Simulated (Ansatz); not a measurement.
# H8N2OSi2: a ladder of functionals and wavefunction methods

The task here is to estimate one member of a computed series from the others.

Program: Ansatz 0.2.0, Gaussian basis. Level of theory: functionals in def2-TZVPP, the program's frozen cores in correlated methods. These are calculated values, not measurements.

Levels to be run: PBE-D4, r2SCAN-D4, PBE0-D4, B3LYP-D4, ωB97X-V, ωB97M-V, B2PLYP; CCSD(T)/def2-TZVPP; MP2/def2-QZVPP; extrapolation to the limit.

## The relaxed structure

The geometry comes from an earlier relaxation with PBE0-D4 in a triple-zeta def2 set; it is a stationary point, not always the lowest conformer.

SMILES `N[SiH](N)O[SiH3]`, 13 atoms, charge 0, spin multiplicity 1.

Atoms are counted from 1 here; the program's logs count them from 0.

Bond lengths: N1–Si2 1.701 Å, N1–H6 1.006 Å, N1–H7 1.007 Å, Si2–N3 1.709 Å, Si2–O4 1.643 Å, Si2–H8 1.483 Å, N3–H9 1.007 Å, N3–H10 1.007 Å, O4–Si5 1.633 Å, Si5–H11 1.488 Å, Si5–H12 1.484 Å, Si5–H13 1.488 Å. Angles: Si2–N1–H6 121.1°, Si2–N1–H7 121.7°, H6–N1–H7 112.1°, N1–Si2–N3 106.0°, N1–Si2–O4 117.5°, N1–Si2–H8 105.9°, N3–Si2–O4 105.4°, N3–Si2–H8 118.4°, O4–Si2–H8 104.3°, Si2–N3–H9 120.1°, Si2–N3–H10 120.5°, H9–N3–H10 111.6°, Si2–O4–Si5 139.7°, O4–Si5–H11 110.6°, O4–Si5–H12 108.5°, O4–Si5–H13 111.1°, H11–Si5–H12 109.0°, H11–Si5–H13 108.6° and more.

The first run:

Input file in.yaml:

```yaml
crystal:
  periodic: [false, false, false]
  atoms:
    - {symbol: N, position_ang: [-1.160725, -1.688720, -0.015333]}
    - {symbol: Si, position_ang: [-0.332875, -0.465754, -0.859583]}
    - {symbol: N, position_ang: [1.316921, -0.910545, -0.837423]}
    - {symbol: O, position_ang: [-0.383597, 1.052881, -0.235539]}
    - {symbol: Si, position_ang: [0.121390, 1.876077, 1.081592]}
    - {symbol: H, position_ang: [-2.147341, -1.834925, -0.146581]}
    - {symbol: H, position_ang: [-0.843917, -2.019589, 0.881248]}
    - {symbol: H, position_ang: [-1.013563, -0.346737, -2.171239]}
    - {symbol: H, position_ang: [1.590439, -1.846692, -1.086817]}
    - {symbol: H, position_ang: [2.029773, -0.240899, -1.076180]}
    - {symbol: H, position_ang: [1.561308, 2.228954, 0.957171]}
    - {symbol: H, position_ang: [-0.673771, 3.124483, 1.188946]}
    - {symbol: H, position_ang: [-0.064040, 1.071476, 2.319719]}
basis:
  gaussian: {orbitals: def2-TZVPP}
hamiltonian: {xc: pbe, dispersion: d4}
output: {forces: true, orbitals: {seedname: orbitals}}
```

Launch:

```bash
ansatz run in.yaml --threads 2 --pin off --events-out ev --progress --plain --max-ram 32768MiB --backend cuda --devices 0, --max-vram 18GiB
```

Among the steps run: PBE-D4 (GGA); r2SCAN-D4 (meta-GGA); PBE0-D4 (hybrid); B3LYP-D4 (hybrid); ωB97X-V (range-separated); ωB97M-V (range-separated); B2PLYP (double hybrid); CCSD(T) in def2-TZVPP; MP2 in def2-QZVPP.

One of the session's tables, all rows but one given; the rest of the session is left out.

| method | atomisation energy (kcal/mol) |
| --- | --- |
| PBE-D4 | 1099.8 |
| r2SCAN-D4 | 1091.9 |
| PBE0-D4 | 1083.7 |
| B3LYP-D4 | 1100.1 |
| ωB97X-V | 1104.9 |
| ωB97M-V | 1103.1 |
| B2PLYP | 1086.2 |
| HF/def2-TZVPP | ? |
| MP2/def2-TZVPP | 1077.3 |
| CCSD/def2-TZVPP | 1052.7 |
| CCSD(T)/def2-TZVPP | 1066.2 |
| MP2/CBS | 1113.3 |
| CCSD(T)/CBS | 1102.1 |

Q: Estimate the row for HF/def2-TZVPP from the others.

As computed: atomisation energy (kcal/mol): 783.9. In the column «atomisation energy (kcal/mol)» it is the lowest.
